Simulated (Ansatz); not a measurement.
Run this with the Ansatz DFT code, driven from Python and show what comes out.

`run_scan.py`:
```python
'''Potential curve of CH4Cl2Si along one bond.'''

import ansatz
import numpy as np

molecule = (
    ansatz.Crystal.molecule()
    .atom('Cl', [-1.6005, 1.5421, -0.1613])
    .atom('C', [0.0057, 0.9372, -0.2032])
    .atom('Si', [-0.0481, -0.8565, 0.161])
    .atom('Cl', [1.9784, -1.5748, 0.133])
    .atom('H', [0.5942, 1.4979, 0.5129])
    .atom('H', [0.4214, 1.1616, -1.1954])
    .atom('H', [-0.5182, -1.1429, 1.5384])
    .atom('H', [-0.7407, -1.6216, -0.8411])
)

symbols = [site.symbol for site in molecule.cartesian_sites]
start = np.array([site.position_ang for site in molecule.cartesian_sites])
axis = (start[0] - start[1]) / np.linalg.norm(start[0] - start[1])
moving = [0]
lengths, energies = [1.511, 1.579, 1.648, 1.717, 1.786, 1.854, 1.923, 2.026], []
for length in lengths:
    xyz = start.copy()
    xyz[moving] += (length - np.linalg.norm(start[0] - start[1])) * axis
    point = ansatz.Crystal.molecule()
    for symbol, place in zip(symbols, xyz):
        point = point.atom(symbol, place.tolist())
    base = point.calculation().basis(gaussian='6-31G*').correlation('MP2')
    rep = base.run(threads=1, pin='off').report
    energies.append(rep['free_energy_ev'])
    print(f'r = {length:6.3f} A  E = {energies[-1]:.5f} eV  <S^2> = {abs(rep["mean_field"]["state"]["spin_squared"]):.3f}')

# quartic fit about the minimum
fit = np.polynomial.Polynomial.fit(lengths, np.array(energies) - min(energies), 4).convert()
roots = [r.real for r in fit.deriv().roots() if abs(r.imag) < 1e-9 and fit.deriv(2)(r.real) > 0]
r_e = min(roots, key=lambda r: abs(r - lengths[int(np.argmin(energies))]))
print(f'minimum of the fit at {r_e:.4f} A, force constant {fit.deriv(2)(r_e):.2f} eV/A^2')
```

```console
$ python run_scan.py
r =  1.511 A  E = -33974.28058 eV  <S^2> = 0.000
r =  1.579 A  E = -33975.01432 eV  <S^2> = 0.000
r =  1.648 A  E = -33975.46781 eV  <S^2> = 0.000
r =  1.717 A  E = -33975.70585 eV  <S^2> = 0.000
r =  1.786 A  E = -33975.78659 eV  <S^2> = 0.000
r =  1.854 A  E = -33975.75466 eV  <S^2> = 0.000
r =  1.923 A  E = -33975.64160 eV  <S^2> = 0.000
r =  2.026 A  E = -33975.37348 eV  <S^2> = 0.000
minimum of the fit at 1.7963 A, force constant 22.17 eV/A^2
```

Notes:
- Total energies depend on the basis set; only differences at equal settings carry meaning.
- The rest of the molecule is held rigid at a force-field or estimated start geometry, and the basis set is modest; single-reference methods fail as a bond breaks.
- The orbitals are restricted, so S² is zero by construction.
- Toward dissociation an unrestricted state can lie under the restricted one, by tenths of an eV for polar bonds under a functional and by 1 to 2 eV or more for others.
- S² is that of the Hartree-Fock reference.
- The whole script took 8.5 s on 1 thread of Arm Neoverse V1, on a shared host, peak memory 0.21 GiB.
